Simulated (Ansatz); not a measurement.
**CHAlIO+ (SMILES O=[C+][AlH][I]): one structure at several levels**

An exercise on one series of results from a longer session: the logs are not shown, and one member is left open.

Program: Ansatz 0.2.0, Gaussian basis. Level of theory: single points in def2-TZVPP. These are calculated values, not measurements.

Correlated methods freeze the cores. Filled d shells of the heavier atoms are correlated. Core potentials replace the inner electrons past krypton, and spin-orbit coupling is left out.

## Where the work starts

SMILES `O=[C+][AlH][I]`, 5 atoms, charge 1, spin multiplicity 1.

Atoms are counted from 1 here; the program's logs count them from 0.

Bond lengths: O1–C2 1.162 Å, C2–Al3 2.163 Å, Al3–I4 2.640 Å, Al3–H5 1.370 Å. Angles: O1–C2–Al3 173.7°, C2–Al3–I4 96.1°, C2–Al3–H5 114.3°, I4–Al3–H5 149.0°.

Coordinates:

```xyz
5
CHAlIO
O     0.6932   -1.7834    1.3547
C     0.5473   -0.8821    0.6359
Al    0.0982    0.8632   -0.5607
I    -2.2465    0.0132   -1.4261
H     1.0024    1.8839   -0.4304
```

The first run:

Contents of run/in.yaml:

```yaml
crystal:
  periodic: [false, false, false]
  atoms:
    - {symbol: O, position_ang: [0.693200, -1.783400, 1.354700]}
    - {symbol: C, position_ang: [0.547300, -0.882100, 0.635900]}
    - {symbol: Al, position_ang: [0.098200, 0.863200, -0.560700]}
    - {symbol: I, position_ang: [-2.246500, 0.013200, -1.426100]}
    - {symbol: H, position_ang: [1.002400, 1.883900, -0.430400]}
basis:
  gaussian: {orbitals: def2-TZVPP}
total_charge: 1
correlation: {method: ccsd_t}
output: {forces: true}
```

No record of the launch command was kept for these runs.

Among the steps run: CCSD(T)/def2-TZVPP; PBE0-D4/def2-TZVPP; wB97M-V/def2-TZVPP; r2SCAN-D4/def2-TZVPP; PBE-D4/def2-TZVPP; wB97X-V/def2-TZVPP; LC-wPBE/def2-TZVPP.

One table of the session follows, with a row left open; its other results are not shown here.

```
   method  RMS force component (eV/Å)  angle to CCSD(T) forces (°)
  CCSD(T)                       2.579                    reference
  PBE0-D4                       2.909                          7.3
  wB97M-V                       2.953                          9.1
r2SCAN-D4                       2.655                          3.7
   PBE-D4                           ?                            ?
  wB97X-V                       2.961                          7.5
  LC-wPBE                       3.118                          9.6
```

Q: Estimate the row for PBE-D4 from the others.

The run gave: RMS force component (eV/Å): 2.373; angle to CCSD(T) forces (°): 6.5. In the column «RMS force component (eV/Å)» it is the lowest.
